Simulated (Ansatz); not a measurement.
Consider an equation of state with a fit of PtSe2, space group P-3m1 (Ansatz's Python interface).

`eos_ptse2.py`
```python
"""Energy against volume for PtSe2, with a fit."""

import warnings

import ansatz as az
from ase.eos import EquationOfState
from ase.units import GPa
import numpy as np

VECTORS = np.array([
    [3.724, 0.0, 0.0],
    [-1.862, 3.225079, 0.0],
    [0.0, 0.0, 5.062],
])
SITES = [
    ("Pt", [0.0, 0.0, 0.0]),
    ("Se", [1 / 3, 2 / 3, 0.25]),
    ("Se", [2 / 3, 1 / 3, 0.75]),
]


def on_lattice(cell):
    crystal = az.Crystal(lattice=az.Lattice.of(cell))
    for symbol, position in SITES:
        crystal = crystal.atom(symbol, position)
    return crystal


def main() -> None:
    warnings.simplefilter("ignore", az.DeckWarning)

    # scale the volume, keep shape and fractions
    volumes, energies, pressures = [], [], []
    for scale in np.linspace(0.95, 1.07, 5):
        cell = VECTORS * scale ** (1 / 3)
        setup = (
            on_lattice(cell).calculation()
            .occupations("gaussian", width=0.05)
            .functional("PBE", dispersion="d3bjatm")
            .basis(500)
            .kpoints(9, 9, 6)
            .stress()
        )
        r = setup.run(threads=1).report
        volumes.append(abs(np.linalg.det(cell)) / len(SITES))
        energies.append(r["free_energy_ev"] / len(SITES))
        pressures.append(np.trace(r["stress_gpa"]) / 3)
        print(f"V = {volumes[-1]:8.4f} A^3/atom  F = {energies[-1]:.5f} eV/atom  P = {pressures[-1]:8.3f} GPa")

    eos = EquationOfState(volumes, energies, eos="vinet")
    v0, e0, bulk = eos.fit()
    print(f"V0 = {v0:.4f} A^3/atom, E0 = {e0:.5f} eV/atom, B = {bulk / GPa:.1f} GPa")


if __name__ == "__main__":
    main()
```

Where does the minimum lie against the volume typed, and how stiff is the crystal?

A third-order Birch-Murnaghan fit through the 5 points has its minimum at 20.90 Å³ an atom, 3.2 % above the typed cell, with a bulk modulus of 121 GPa and dB/dP = 4.9. From that minimum the energy rises by 57.8 meV an atom on the compressed side and 10.2 meV on the expanded side.

The output:

```console
$ python eos_ptse2.py
V =  19.2519 A^3/atom  F = -7821.14171 eV/atom  P =   12.143 GPa
V =  19.8599 A^3/atom  F = -7821.17776 eV/atom  P =    7.005 GPa
V =  20.4679 A^3/atom  F = -7821.19590 eV/atom  P =    2.676 GPa
V =  21.0758 A^3/atom  F = -7821.19894 eV/atom  P =   -0.971 GPa
V =  21.6838 A^3/atom  F = -7821.18926 eV/atom  P =   -4.040 GPa
V0 = 20.9034 A^3/atom, E0 = -7821.19946 eV/atom, B = 120.7 GPa
```

What to keep in mind:
- Absolute energies stand on the zero of these potentials, so only differences at equal settings mean something.
- Shape and fractional positions are held along the curve, so the bulk modulus is an upper value where they are free to relax, by a factor of two or more in layered or hydrogen-bonded cells.
- Dispersion corrections can be off by several per cent in the lattices of metals, and by several GPa in the pressure at a fixed cell.
- The mesh is modest for a metal, so energies can be off by several to tens of meV an atom and pressures by half a GPa or more; differences at equal mesh fare better.
- Of the deposited cell: the entry's cell lengths or inner coordinates differ somewhat from later room-temperature determinations.
- Pressure is positive in compression.
- Spin-orbit coupling, which matters for elements this heavy, is left out.
- The structure is a deposited one; some such entries were measured under pressure or heat, so a shift against it needn't be the functional's error alone.
- It ran for 34 s on 1 thread of Arm Neoverse V1 (shared host), peak memory 0.48 GiB.
